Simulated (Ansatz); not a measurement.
# ZrTa3N4: the cost of one run

Method: DFT PBE, scalar-relativistic, plane waves, PAW, unless a step names another level, in Ansatz 0.2.0.

### Step 1. The system as given

The structure is hexagonal, space group P-6m2 (No. 187). The conventional cell has a = 2.987 Å, b = 2.987 Å, c = 11.637 Å, α = 90.00°, β = 90.00°, γ = 120.00°. Zr (site symmetry -6m2) has 6 N at 2.32 Å as nearest neighbours. Around Ta (site symmetry -6m2) lie 6 N at 2.24 Å. Around Ta (site symmetry 3m) lie 6 N at 2.20 to 2.26 Å. Around N (site symmetry 3m) lie 6 Ta at 2.24 to 2.26 Å. N (site symmetry 3m) has 3 Ta at 2.20 Å and 3 Zr at 2.32 Å as nearest neighbours.

Structure file:

```cif
data_structure
_symmetry_space_group_name_H-M 'P-6m2'
_symmetry_Int_Tables_number 187
_cell_length_a 2.9874
_cell_length_b 2.9874
_cell_length_c 11.6370
_cell_angle_alpha 90.000
_cell_angle_beta 90.000
_cell_angle_gamma 120.000
_cell_volume 89.94
loop_
_atom_site_label
_atom_site_type_symbol
_atom_site_symmetry_multiplicity
_atom_site_Wyckoff_symbol
_atom_site_fract_x
_atom_site_fract_y
_atom_site_fract_z
_atom_site_occupancy
Zr1 Zr 1 a 0.00000 0.00000 0.00000 1
Ta1 Ta 1 b 0.00000 0.00000 0.50000 1
Ta2 Ta 2 g 0.00000 0.00000 0.74810 1
N1 N 2 h 0.33333 0.66667 0.62320 1
N2 N 2 h 0.33333 0.66667 0.86612 1
```

It came out lowest among 27 distinct ends of the trial cells. At a tolerance of 0.05 Å it has space group P-6m2 (No. 187).

### Step 2. Tight relaxation for the response runs, on the response runs' mesh and smearing

Contents of input.yaml:

```yaml
crystal:
  lattice:
    - [2.9873676099, 0.0, 0.0]
    - [-1.493683805, 2.5871362406, 0.0]
    - [0.0, 0.0, 11.6370042716]
  atoms:
    - { symbol: Zr, position: [0.0, 0.0, 0.0] }
    - { symbol: Ta, position: [0.0, 0.0, 0.5] }
    - { symbol: Ta, position: [0.0, 0.0, 0.7481009691] }
    - { symbol: Ta, position: [0.0, 0.0, 0.2518990309] }
    - { symbol: "N", position: [0.3333333333, 0.6666666667, 0.6231961211] }
    - { symbol: "N", position: [0.3333333333, 0.6666666667, 0.3768038789] }
    - { symbol: "N", position: [0.3333333333, 0.6666666667, 0.8661173632] }
    - { symbol: "N", position: [0.3333333333, 0.6666666667, 0.1338826368] }
basis:
  ecutwfc: 420
kpoints:
  mp_grid: { grid: [12, 12, 4] }
hamiltonian:
  xc: pbe
scf:
  occupations: { method: gaussian, width: 0.1 }
output:
  forces: true
  stress: true
  eigenvalues: true
relax:
  adjacent_minimum: "off"
  f_tol: 0.001
  max_steps: 60
  cell: { stress_tol: 0.01 }
```

Run with:

```sh
$ ansatz run input.yaml --threads 3 --pin off --max-ram 7680MiB --backend cpu --events-out ev --progress --plain --runs-dir out
```

What time and memory should one allow on 3 threads of Intel Xeon Platinum 8259CL at 2.50GHz (Skylake/Cascade Lake), shared host?

About 28 s, with a peak of 0.57 GiB.
